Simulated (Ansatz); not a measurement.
# CH5GaO2Si: small, medium and large basis sets

Aim: see how fast density functionals converge with the basis set for CH5GaO2Si.

Program: Ansatz 0.2.0, Gaussian basis. Level of theory: one geometry, several basis sets. These are calculated values, not measurements.

The runs, in order: PBE0-D4/def2-SVP; ωB97M-V/def2-SVP; PBE0-D4/def2-QZVPP; ωB97M-V/def2-QZVPP; the functionals' def2-TZVPP values are taken from earlier runs.

### 1 The relaxed structure

All runs share one geometry, relaxed beforehand with PBE0-D4 in a triple-zeta def2 set.

SMILES `[SiH3][Ga]1[O]C[O]1`, 10 atoms, charge 0, spin multiplicity 1.

Atoms are counted from 1 here; the program's logs count them from 0.

Bond lengths: Si1–Ga2 2.377 Å, Si1–H6 1.484 Å, Si1–H7 1.484 Å, Si1–H8 1.484 Å, Ga2–O3 1.820 Å, Ga2–O5 1.820 Å, O3–C4 1.414 Å, C4–O5 1.414 Å, C4–H9 1.099 Å, C4–H10 1.099 Å. Angles: Ga2–Si1–H6 109.0°, Ga2–Si1–H7 109.0°, Ga2–Si1–H8 108.8°, H6–Si1–H7 110.2°, H6–Si1–H8 109.9°, H7–Si1–H8 109.9°, Si1–Ga2–O3 141.6°, Si1–Ga2–O5 141.7°, O3–Ga2–O5 76.7°, Ga2–O3–C4 88.7°, O3–C4–O5 105.9°, O3–C4–H9 110.3°, O3–C4–H10 110.3°, O5–C4–H9 110.3°, O5–C4–H10 110.3°, H9–C4–H10 109.6°, Ga2–O5–C4 88.7°.

Geometry (Å):

```mol
CH5GaO2Si
  3D, bonds by distance, orders not assigned

 10 10  0  0  0  0  0  0  0  0999 V2000
   -2.2620   -0.4904   -0.5464 Si  0  0
   -0.0017    0.0034   -0.0011 Ga  0  0
    1.6881   -0.1260   -0.6659 O   0  0
    2.1674    0.4712    0.5232 C   0  0
    1.0256    0.7193    1.3203 O   0  0
   -3.1512    0.4457    0.1847 H   0  0
   -2.4494   -0.3370   -2.0103 H   0  0
   -2.5568   -1.8882   -0.1428 H   0  0
    2.8544   -0.2109    1.0428 H   0  0
    2.6855    1.4128    0.2954 H   0  0
  1  2  8  0
  2  3  8  0
  3  4  8  0
  4  5  8  0
  1  6  8  0
  1  7  8  0
  1  8  8  0
  4  9  8  0
  4 10  8  0
  2  5  8  0
M  END
```

### 2 PBE0-D4 in def2-SVP

Input file in.yaml:

```yaml
crystal:
  periodic: [false, false, false]
  atoms:
    - {symbol: Si, position_ang: [-2.261952, -0.490370, -0.546391]}
    - {symbol: Ga, position_ang: [-0.001674, 0.003379, -0.001078]}
    - {symbol: O, position_ang: [1.688149, -0.126006, -0.665867]}
    - {symbol: C, position_ang: [2.167395, 0.471151, 0.523243]}
    - {symbol: O, position_ang: [1.025577, 0.719348, 1.320260]}
    - {symbol: H, position_ang: [-3.151171, 0.445746, 0.184740]}
    - {symbol: H, position_ang: [-2.449442, -0.336954, -2.010346]}
    - {symbol: H, position_ang: [-2.556818, -1.888182, -0.142783]}
    - {symbol: H, position_ang: [2.854379, -0.210867, 1.042810]}
    - {symbol: H, position_ang: [2.685538, 1.412776, 0.295411]}
basis:
  gaussian: {orbitals: def2-SVP}
hamiltonian: {xc: pbe0, dispersion: d4}
output: {orbitals: {seedname: orbitals}}
```

Started as:

```sh
$ ansatz run in.yaml --threads 4 --pin off --events-out ev --progress --plain --max-ram 10444MiB
```

Further steps of the session: ωB97M-V in def2-SVP; PBE0-D4 in def2-QZVPP; ωB97M-V in def2-QZVPP.

Before running them: what should the planned runs give, taken together? Wanted: PBE0-D4: double and triple zeta above quadruple; ωB97M-V: double and triple zeta above quadruple.

The runs gave:

| quantity | value |
| --- | --- |
| PBE0-D4: double and triple zeta above quadruple | 17.43, 1.74 eV |
| ωB97M-V: double and triple zeta above quadruple | 17.52, 1.68 eV |

In words: PBE0-D4 gains 15.69 eV from double to triple zeta, then 1.74 eV more. Total energies overstate the basis error of differences, where much of it tends to cancel.
